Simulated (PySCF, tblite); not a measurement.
# C₅H₅FO₂SSe: excited states

Wanted: excited states for C₅H₅FO₂SSe (`CS(=O)(=O)c1ccc(F)[se]1`).

Programs: tblite 0.8.0 and PySCF 2.14.0, with routines of our own; each step states its level. All values are computed. Atoms count from 0.

## 1. The system as given

15 atoms, charge 0, multiplicity 1; geometry from: force field or distance geometry start.

## 2. Optimising the geometry with GFN2-xTB

Job settings and geometry (Å):

```
{"job": {"kind": "relax", "xc": "GFN2-xTB", "basis": "xTB"}, "charge": 0, "multiplicity": 1}
C     -2.454300     0.725700    -0.564300
S     -1.561300    -0.661600     0.072900
O     -1.930200    -1.009200     1.475200
O     -1.826800    -1.816100    -0.848400
C      0.166900    -0.336200    -0.053500
C      1.063200    -0.271700     0.941900
C      2.357400    -0.006600     0.699700
C      2.799500     0.204300    -0.563800
F      4.094300     0.473100    -0.945100
Se     1.332700     0.040300    -1.643200
H     -3.518300     0.737600    -0.220700
H     -1.897200     1.634400    -0.248400
H     -2.446000     0.688100    -1.673400
H      0.712400    -0.445700     2.002300
H      3.103600     0.051500     1.546800
```

Started as:

```sh
$ OMP_NUM_THREADS=1 python excited_run.py task.json out
```

The driver reads the jobs from task.json and runs them one after another.

Log:

```text
step      E/eV     max force
  0    -882.58874    5.255
  1    -883.26833    1.833
  2    -883.40188    0.898
  3    -883.50863    1.063
  4    -883.57015    0.867
  5    -883.62559    0.821
  6    -883.66546    0.441
  7    -883.68791    0.393
  8    -883.71178    0.387
  9    -883.72957    0.384
 10    -883.73831    0.231
 11    -883.74225    0.153
 12    -883.74565    0.181
 13    -883.74837    0.172
 14    -883.75037    0.094
 15    -883.75184    0.092
 16    -883.75299    0.070
 17    -883.75405    0.080
 18    -883.75530    0.105
 19    -883.75681    0.127
 20    -883.75847    0.119
 21    -883.76014    0.107
 22    -883.76185    0.113
 23    -883.76370    0.114
 24    -883.76567    0.167
 25    -883.76770    0.166
 26    -883.76971    0.115
 27    -883.77141    0.093
 28    -883.77251    0.080
 29    -883.77321    0.085
 30    -883.77373    0.066
 31    -883.77417    0.058
 32    -883.77466    0.069
 33    -883.77526    0.078
 34    -883.77596    0.084
 35    -883.77667    0.071
 36    -883.77730    0.058
 37    -883.77787    0.056
 38    -883.77851    0.078
 39    -883.77926    0.094
 40    -883.78001    0.093
 41    -883.78064    0.075
 42    -883.78122    0.059
 43    -883.78190    0.075
 44    -883.78274    0.073
 45    -883.78365    0.080
 46    -883.78460    0.083
 47    -883.78570    0.090
 48    -883.78731    0.142
 49    -883.78912    0.127
 50    -883.79187    0.150
 51    -883.79397    0.109
 52    -883.79572    0.111
 53    -883.79641    0.085
 54    -883.79745    0.090
 55    -883.79880    0.100
 56    -883.79983    0.112
 57    -883.80118    0.095
 58    -883.80244    0.106
 59    -883.80406    0.113
 60    -883.80588    0.120
 61    -883.80736    0.112
 62    -883.80782    0.113
 63    -883.80922    0.072
 64    -883.80993    0.086
 65    -883.81076    0.073
 66    -883.81141    0.059
 67    -883.81189    0.047
 68    -883.81220    0.048
 69    -883.81257    0.038
 70    -883.81311    0.060
 71    -883.81377    0.085
 72    -883.81437    0.093
 73    -883.81520    0.091
 74    -883.81624    0.092
 75    -883.81731    0.084
 76    -883.81813    0.077
 77    -883.81891    0.061
 78    -883.81951    0.087
 79    -883.82045    0.125
 80    -883.82158    0.089
 81    -883.82300    0.054
 82    -883.82338    0.091
 83    -883.82397    0.054
 84    -883.82427    0.072
 85    -883.82459    0.062
 86    -883.82495    0.060
 87    -883.82531    0.070
 88    -883.82571    0.064
 89    -883.82613    0.081
 90    -883.82659    0.090
 91    -883.82714    0.094
 92    -883.82782    0.083
 93    -883.82857    0.079
 94    -883.82914    0.059
 95    -883.82952    0.057
 96    -883.82978    0.059
 97    -883.83011    0.062
 98    -883.83046    0.056
 99    -883.83082    0.056
100    -883.83120    0.036
101    -883.83139    0.022
102    -883.83146    0.019
103    -883.83150    0.017
104    -883.83153    0.016
105    -883.83158    0.013
106    -883.83161    0.013
107    -883.83163    0.012
108    -883.83164    0.011
109    -883.83167    0.011
110    -883.83170    0.015
111    -883.83175    0.013
112    -883.83179    0.016
113    -883.83182    0.014
114    -883.83185    0.014
115    -883.83189    0.016
116    -883.83193    0.016
117    -883.83197    0.018
118    -883.83203    0.021
119    -883.83212    0.029
120    -883.83228    0.034
121    -883.83250    0.038
122    -883.83270    0.038
123    -883.83281    0.025
124    -883.83290    0.030
125    -883.83297    0.020
126    -883.83302    0.015
127    -883.83304    0.013
128    -883.83306    0.008
```

It took 0.86 s on 1 thread of Arm Neoverse V2, shared host.

The steps of the relaxation: (not every step is listed)

```tsv
step	energy from step 0 (eV)	largest force (eV/Å)
0	0.0000	5.2550
1	-0.6796	1.8328
2	-0.8131	0.8982
3	-0.9199	1.0627
4	-0.9814	0.8665
5	-1.0368	0.8208
6	-1.0767	0.4407
7	-1.0992	0.3931
8	-1.1230	0.3867
19	-1.1681	0.1267
30	-1.1850	0.0665
41	-1.1919	0.0745
52	-1.2070	0.1114
63	-1.2205	0.0720
74	-1.2275	0.0917
85	-1.2358	0.0622
96	-1.2410	0.0589
107	-1.2429	0.0120
118	-1.2433	0.0215
123	-1.2441	0.0247
124	-1.2442	0.0300
125	-1.2442	0.0197
126	-1.2443	0.0152
127	-1.2443	0.0128
128	-1.2443	0.0081
```

Close pairs (by a distance rule), those that changed most:

```tsv
bond	before (Å)	after (Å)	change (Å)
C4–Se9	2.007	1.851	-0.155
C5–C6	1.343	1.415	+0.072
S1–O3	1.501	1.441	-0.060
S1–O2	1.491	1.433	-0.058
C6–H14	1.130	1.076	-0.055
C5–H13	1.130	1.076	-0.055
C7–F8	1.376	1.333	-0.044
C0–S1	1.769	1.811	+0.043
```

The next job starts from the end point, and lists it.

## 3. Vibrational analysis with GFN2-xTB

Job settings and geometry (Å):

```
{"job": {"kind": "ir", "xc": "GFN2-xTB", "basis": "xTB"}, "charge": 0, "multiplicity": 1}
C     -2.319750     0.784646    -0.313472
S     -1.499325    -0.821374    -0.144394
O     -1.979431    -1.461035     1.044565
O     -1.591977    -1.520328    -1.400699
C      0.223649    -0.430513    -0.008814
C      0.969142     0.061096     1.014592
C      2.338383     0.233581     0.700513
C      2.633861    -0.129755    -0.575419
F      3.850215    -0.067007    -1.116379
Se     1.176576    -0.767450    -1.560073
H     -3.376298     0.599676    -0.463517
H     -2.157014     1.344042     0.598536
H     -1.895798     1.288750    -1.172373
H      0.552870     0.286914     1.980574
H      3.070483     0.606744     1.394447
```

Log:

```text
mode    cm-1     km/mol
  1      36.4      3.63
  2      68.0      4.91
  3      89.5      6.34
  4     123.6      0.45
  5     168.7      1.77
  6     232.3      9.90
  7     257.4      2.18
  8     289.2      0.56
  9     316.2      6.32
 10     334.0      2.64
 11     403.1     21.55
 12     457.0     88.22
 13     460.9     69.15
 14     498.1     11.19
 15     531.7     63.52
 16     577.6     23.09
 17     664.1      2.56
 18     705.5    169.30
 19     797.1     32.61
 20     838.0      8.42
 21     841.5     53.16
 22     859.6      8.31
 23     921.3    137.04
 24    1058.4     34.60
 25    1110.0    285.84
 26    1134.6    158.53
 27    1165.7      2.78
 28    1254.9    420.99
 29    1270.5     45.02
 30    1310.0      4.46
 31    1418.1      7.60
 32    1429.2     12.44
 33    1466.0    201.66
 34    1552.8     18.57
 35    3061.9      2.55
 36    3079.0      1.18
 37    3086.0      4.27
 38    3123.2      2.71
 39    3132.8      1.99
```

Wall time 0.53 s (1 thread of Arm Neoverse V2, shared host).

The strongest bands and the atoms that carry them (share of the mass-weighted mode):

```tsv
cm⁻¹	km/mol	atoms
457	88.2	O3 17 %, C4 15 %, S1 11 %, C7 10 %
461	69.2	O3 25 %, O2 21 %, C0 12 %, S1 12 %
706	169.3	C0 41 %, S1 35 %
921	137.0	C4 58 %, C5 11 %
1110	285.8	O3 42 %, S1 26 %, O2 25 %
1135	158.5	C7 47 %, H14 23 %, F8 15 %
1255	421.0	S1 44 %, O2 35 %, O3 20 %
1466	201.7	C5 30 %, C4 30 %, C7 23 %, C6 15 %
```

## 4. Excited states: TDA BHandHLYP/def2-SVP

The job, as its differences from that of step 3:

```diff
@@ -1,2 +1,2 @@
-{"job": {"kind": "ir", "xc": "GFN2-xTB", "basis": "xTB"}, "charge": 0, "multiplicity": 1}
+{"job": {"kind": "states", "xc": "BHandHLYP", "basis": "def2-SVP", "tda": true, "soc": true, "nstates": 6, "ntriplets": 6, "nquad": 4}, "charge": 0, "multiplicity": 1}
 C     -2.319750     0.784646    -0.313472
```

With the program's defaults for keys left out, this is: TDA BHandHLYP/def2-SVP excited states, vertical, gas phase, spin-orbit mean-field couplings.

Log:

```text
coarse grid: 67568 points
cycle   1  E = -3242.1566202116  dE =  1.907e+00  |g| = 1.195e+00  |ddm| = 4.832e+00
cycle   2  E = -3241.8968139149  dE =  2.598e-01  |g| = 1.695e+00  |ddm| = 3.013e+00
cycle   3  E = -3242.4402055353  dE = -5.434e-01  |g| = 1.304e-01  |ddm| = 1.960e+00
cycle   4  E = -3242.4423961089  dE = -2.191e-03  |g| = 8.872e-02  |ddm| = 2.219e-01
cycle   5  E = -3242.4443300283  dE = -1.934e-03  |g| = 1.872e-02  |ddm| = 1.052e-01
cycle   6  E = -3242.4444188976  dE = -8.887e-05  |g| = 4.326e-03  |ddm| = 2.463e-02
cycle   7  E = -3242.4444240219  dE = -5.124e-06  |g| = 1.076e-03  |ddm| = 6.780e-03
final grid: 141744 points
cycle   8  E = -3242.4444401099  dE = -1.127e-07  |g| = 1.264e-03  |ddm| = 3.485e-03
cycle   9  E = -3242.4444398740  dE =  2.359e-07  |g| = 1.628e-03  |ddm| = 3.689e-03
cycle  10  E = -3242.4444404914  dE = -6.174e-07  |g| = 1.733e-04  |ddm| = 2.063e-03
cycle  11  E = -3242.4444404984  dE = -6.976e-09  |g| = 4.246e-05  |ddm| = 1.992e-04
cycle  12  E = -3242.4444404996  dE = -1.228e-09  |g| = 1.928e-05  |ddm| = 1.430e-04
cycle  13  E = -3242.4444404997  dE = -1.191e-10  |g| = 6.829e-06  |ddm| = 3.502e-05
converged SCF energy = -3242.4444404997

Singlet excitations
state   eV       nm        f     d(h-e)  d(exc)  Lambda  PR(NTO)  |dmu|/D   mu/D   main configurations
  1   5.6137   220.9   0.17948   0.463   2.751   0.789   1.227    1.234    5.037   H->L 0.66, H-1->L 0.24
  2   5.7660   215.0   0.00883   0.540   2.576   0.511   1.070    1.198    5.175   H->L+1 0.53, H-1->L+1 0.37
  3   5.8777   210.9   0.12504   0.444   2.732   0.719   1.277    0.645    4.258   H-1->L 0.56, H->L 0.24
  4   6.0754   204.1   0.00016   1.116   2.788   0.499   1.016    2.220    5.876   H-1->L+1 0.57, H->L+1 0.41
  5   6.6920   185.3   0.00769   1.822   3.395   0.416   1.029                     H-2->L 0.92
  6   7.2124   171.9   0.00180   1.848   3.488   0.296   1.048                     H-3->L 0.81, H-4->L 0.10

Triplet excitations (Tamm-Dancoff)
state   eV     d(h-e)  d(exc)  Lambda  PR(NTO)   main configurations
  1   3.3584   0.180   2.516   0.837   1.088   H->L 0.93
  2   4.3381   0.319   2.677   0.706   1.056   H-1->L 0.94
  3   5.2760   0.466   2.467   0.497   1.021   H-1->L+1 0.57, H->L+1 0.39
  4   5.7182   1.032   2.759   0.515   1.086   H->L+1 0.53, H-1->L+1 0.35
  5   5.7946   0.313   2.410   0.692   1.523   H->L+2 0.56, H-7->L 0.12
  6   6.4054   1.664   3.305   0.425   1.064   H-2->L 0.87
S1 - T1 = 2.2553 eV

Spin-orbit couplings |<S|Hso|T>| (cm-1)
             T1       T2       T3       T4       T5       T6
S0        7.902    4.036  684.352  242.467   84.920  184.086
S1       16.282   10.851  111.994  228.788   71.102   60.383
S2      163.130  155.539   89.697   45.389   42.776   75.853
S3       38.214   51.979  337.166   66.539   23.831  235.690
S4      161.820  174.651   15.772   10.289    8.673    6.233
S5       60.057  218.234   19.352   31.222   81.954    6.533
S6       50.950  214.203   15.566   39.805   71.151  113.158
T1 sublevels (cm-1): 0.000 0.041 0.491   radiative rates (1/s): 0.7 17.2 10.3
```

It took 43 s on 1 thread of Arm Neoverse V2, shared host; peak memory 0.85 GiB.

In short:

```tsv
quantity	value
S1 less T1	2.26 eV
```

Orbitals, density, ELF and potential are computed afterwards from the orbital file.

Frontier orbitals at BHandHLYP/def2-SVP, with the share of their density that lies nearest to each atom:

```tsv
orbital	energy (eV)	lies on
HOMO	-8.36	C4, C7 about 27 % each; C5 13 %; C6 9 %
LUMO	-0.57	C4, C5, C7 about 20 % each; Se9 17 %
```

ELF in a plane through or near 5 of the atoms.

Ten even steps from ' ' (0.00) to '@' (0.99):
```
                                                        
                                                        
                  ..==**++--                            
                  --##%%@@##      ....                  
          ..      ==**++##%%..  --++==::                
        ::++--    ==::++::++....++##**==                
      ::++%%**::==##::**++--....==**==::                
      ::**%%**====@@--..--##::..--==..                  
      ::++**==----==--==%%##++==--++++..::==**..        
        ......**##**  ::==::**##++##%%++**@@@@==        
            ::**==::**++%%##**++==####==**@@@@==        
          ::##%%::::%%--==##--....::--::--++++..        
        ..%%@@@@%%++##::==**        ::..                
        ::@@@@@@%%--==%%@@@@..      ::..                
          ++@@@@--  ::@@@@@@++                          
            --::    ..%%@@@@==                          
                      --**++                            
                                                        
                                                        
                                                        
```
The map spans 12.7 Å across and 9.0 Å up, centred on the molecule. Atoms in the plane (x, y in Å): C5 (-1.0, -0.9), C6 (-2.4, -0.6), C7 (-2.6, 0.7), Se9 (-1.1, 1.8), H14 (-3.1, -1.4).

On the surface of density 0.002 e/bohr³ the electrostatic potential runs, from the 1st to the 99th percentile, from -1.82 V near O2 to 1.50 V near H11.

## 5. Results

| quantity | value |
| --- | --- |
| strongest single infrared mode (GFN2-xTB) | 1255 cm⁻¹, 421 km/mol |
| zero-point energy (GFN2-xTB) | 57.4 kcal/mol |
| S1 less T1 (step 4, TDA BHandHLYP/def2-SVP) | 2.26 eV |
| potential on the surface of density 0.002 e/bohr³, 1st and 99th percentile | -1.82 V and 1.50 V |

What this shows: No mode is imaginary among the 39: a minimum at this level. The strongest single mode, at 1255 cm⁻¹, moves mainly S1 and O2. Unscaled tight-binding wavenumbers are off by several per cent, some by more. Its intensities can rank the bands wrongly. Scalar relativity is left out for the heavy atoms. In step 4, the number of triplets below S1 is 3, and the largest singlet-triplet spin-orbit coupling is S0–T3, 684.35 cm⁻¹. At BHandHLYP/def2-SVP, counted by nearest atom on the grid, the HOMO lies on C4, C7 about 27 % each; C5 13 %, the LUMO on C4, C5, C7 about 20 % each; Se9 17 %.
